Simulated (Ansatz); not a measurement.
Fe4Si in Ansatz: the effect of starting spin order

Crystal: Fe4Si.

```
Fe Si
1.0
     0.00000    2.02761    9.46634
     1.52190    0.00000    9.46634
     1.52190    2.02761    0.00000
Fe Si
4 1
Cartesian
  1.5219 2.0276 11.2473
  1.5219 2.0276 3.7481
  1.5219 2.0276 15.1846
  1.5219 2.0276 7.6854
  0.0000 0.0000 0.0000
```

The cell comes from a database or a generator and needn't be the stable form of this composition.

Alike in all runs:

```yaml
Program: Ansatz 0.2.0
Task: single point
Functional: PBEsol
Potentials_or_basis: Ansatz PAW
Cutoff: "420 eV (not typed: the program's choice for these potentials)"
k_mesh: 11 × 11 × 11
Occupations: fermi-dirac, width 0.05 eV
```

```csv
starting spin order,spin,starting moments,energy over the lowest run (meV/atom),pressure (GPa),largest force (eV/Å),final net moment (μB),final largest site moment (μB)
spin off,no spin polarisation,-,?,?,?,?,?
fm,"collinear spin, ferromagnetic start","[3.0, 3.0, 3.0, 3.0, 0.0] μB",0.0,-9.2,0.06,8.81,2.57
"ferromagnetic start, larger moments","collinear spin, ferromagnetic start","[4.5, 4.5, 4.5, 4.5, 0.0] μB",0.0,-9.2,0.06,8.81,2.57
```

**Question.** What does the run with starting spin order spin off give?

**Answer.** Energy over the lowest run 375.6 meV/atom; pressure -24.4 GPa; largest force 0.62 eV/Å; final net moment 0.00 μB; final largest site moment 0.00 μB.

Caveats: the PAW data sets come from PBE, with cores solved anew for the run's functional, which leaves a small shift of forces and pressure.
